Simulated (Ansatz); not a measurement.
# C₅H₃NS: how energies converge with the basis set

The task here is to estimate one member of a computed series from the others.

Program: Ansatz 0.2.0, Gaussian basis. Level of theory: one geometry, several basis sets. These are calculated values, not measurements.

Plan: PBE0-D4/def2-SVP; ωB97M-V/def2-SVP; PBE0-D4/def2-QZVPP; ωB97M-V/def2-QZVPP; the functionals' def2-TZVPP values are taken from earlier runs.

## The geometry

An earlier PBE0-D4 in a triple-zeta def2 set relaxation fixed the geometry.

10 atoms, charge 0, spin multiplicity 1.

Atoms are counted from 1 here; the program's logs count them from 0.

Bond lengths: N1–C2 1.153 Å, C2–C3 1.410 Å, C3–C4 1.373 Å, C3–S7 1.718 Å, C4–C5 1.408 Å, C4–H8 1.081 Å, C5–C6 1.367 Å, C5–H9 1.081 Å, C6–S7 1.698 Å, C6–H10 1.080 Å. Angles: N1–C2–C3 179.8°, C2–C3–C4 127.4°, C2–C3–S7 121.2°, C4–C3–S7 111.4°, C3–C4–C5 112.3°, C3–C4–H8 122.7°, C5–C4–H8 125.0°, C4–C5–C6 112.4°, C4–C5–H9 124.1°, C6–C5–H9 123.5°, C5–C6–S7 112.2°, C5–C6–H10 127.9°, S7–C6–H10 119.8°, C3–S7–C6 91.7°.

Set-up of the first run:

File in.yaml:

```yaml
crystal:
  periodic: [false, false, false]
  atoms:
    - {symbol: N, position_ang: [1.177307, -3.184206, 0.789525]}
    - {symbol: C, position_ang: [0.848870, -2.116605, 0.503531]}
    - {symbol: C, position_ang: [0.452099, -0.810426, 0.151732]}
    - {symbol: C, position_ang: [-0.778513, -0.231986, 0.342778]}
    - {symbol: C, position_ang: [-0.825176, 1.093148, -0.131266]}
    - {symbol: C, position_ang: [0.364117, 1.495870, -0.670750]}
    - {symbol: S, position_ang: [1.543708, 0.276395, -0.608315]}
    - {symbol: H, position_ang: [-1.604050, -0.753641, 0.806757]}
    - {symbol: H, position_ang: [-1.700632, 1.725361, -0.076934]}
    - {symbol: H, position_ang: [0.605269, 2.454889, -1.104057]}
basis:
  gaussian: {orbitals: def2-SVP}
hamiltonian: {xc: pbe0, dispersion: d4}
output: {orbitals: {seedname: orbitals}}
```

On the command line:

```bash
$ ansatz run in.yaml --threads 4 --pin off --events-out ev --progress --plain --max-ram 10444MiB
```

Among the steps run: PBE0-D4 in def2-SVP; ωB97M-V in def2-SVP; PBE0-D4 in def2-QZVPP; ωB97M-V in def2-QZVPP.

One table of the session follows, with a row left open; its other results are not shown here.

It belongs to the step «Density functionals: the series». 

| functional | basis | HOMO (eV) | LUMO (eV) |
| --- | --- | --- | --- |
| PBE0-D4 | def2-SVP | -7.48 | -1.66 |
| PBE0-D4 | def2-TZVPP | -7.50 | -1.76 |
| PBE0-D4 | def2-QZVPP | -7.52 | -1.80 |
| ωB97M-V | def2-SVP | ? | ? |
| ωB97M-V | def2-TZVPP | -9.53 | 0.27 |
| ωB97M-V | def2-QZVPP | -9.55 | 0.21 |

Estimate the missing values for ωB97M-V, def2-SVP.

**Answer.** HOMO (eV): -9.48; LUMO (eV): 0.44. In the column «HOMO (eV)» it lies between ωB97M-V, def2-TZVPP (-9.53) and PBE0-D4, def2-QZVPP (-7.52).
